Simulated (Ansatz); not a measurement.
C2H4Si, SMILES C#C[SiH3]: the interaction energy of a dimer with the counterpoise correction, run with Ansatz's Python interface.

The script, `dimer_c2h4si.py`:
```python
# -*- coding: utf-8 -*-
import ansatz as az

FIRST = [
    ("C", (-0.5924, -1.9301, 0.1909)),
    ("C", (-0.269, -0.752, 0.0724)),
    ("Si", (0.2866, 1.0208, -0.1055)),
    ("H", (-0.9001, -2.8826, 0.2695)),
    ("H", (-0.0858, 1.5741, -1.4224)),
    ("H", (-0.2659, 1.8784, 0.9806)),
    ("H", (1.8263, 1.0914, 0.0144)),
]
SECOND = [
    ("C", (-0.7417, -3.1606, 2.6127)),
    ("C", (-0.2458, -4.2698, 2.7864)),
    ("Si", (0.4476, -5.9802, 3.064)),
    ("H", (-1.1083, -2.241, 2.4452)),
    ("H", (1.0006, -6.5476, 1.8185)),
    ("H", (1.4894, -5.9813, 4.1293)),
    ("H", (-0.6808, -6.9201, 3.547)),
]

def energy(atoms, ghosts=()):
    molecule = az.Crystal.molecule()
    for symbol, xyz in atoms:
        molecule = molecule.atom(symbol, xyz)
    calc = (
        molecule.calculation()
        .basis(gaussian="def2-SVPD")
        .correlation("MP2")
        .scf(lower_state_search="off")
    )
    deck = calc.input()
    if ghosts:
        deck = deck.set(az.key.basis.gaussian.ghost_atoms, [{"symbol": s, "position_ang": list(xyz)} for s, xyz in ghosts])
    return az.Session.from_dict(deck).plan().execute().report["free_energy_ev"]


def main():
    both = energy(FIRST + SECOND)
    alone = energy(FIRST) + energy(SECOND)
    ghosted = energy(FIRST, SECOND) + energy(SECOND, FIRST)
    print(f"dimer {both:.6f} eV")
    print(f"interaction, uncorrected   {23.060548 * (both - alone):8.3f} kcal/mol")
    print(f"interaction, counterpoise  {23.060548 * (both - ghosted):8.3f} kcal/mol")
    print(f"basis-set superposition    {23.060548 * (alone - ghosted):8.3f} kcal/mol")


if __name__ == "__main__":
    main()
```

How large is the interaction at this pose, and how much of it is basis-set superposition?

Uncorrected it is 1.269 kcal/mol, with the counterpoise correction 3.434 kcal/mol; the difference, 2.17 kcal/mol, is the superposition error. In this basis both values are repulsive.

What the script printed:

```console
$ python dimer_c2h4si.py
dimer -19981.325187 eV
interaction, uncorrected      1.269 kcal/mol
interaction, counterpoise     3.434 kcal/mol
basis-set superposition       2.164 kcal/mol
```

Notes:
- The settings weren't tested for convergence.
- The dimer is a generated trial pose of unrelaxed monomers, not a minimum, so the figure is no binding energy, and the basis set is small.
- Hardware and time: 16 s on 1 thread of Arm Neoverse V2, on a shared host, peak memory 0.53 GiB.
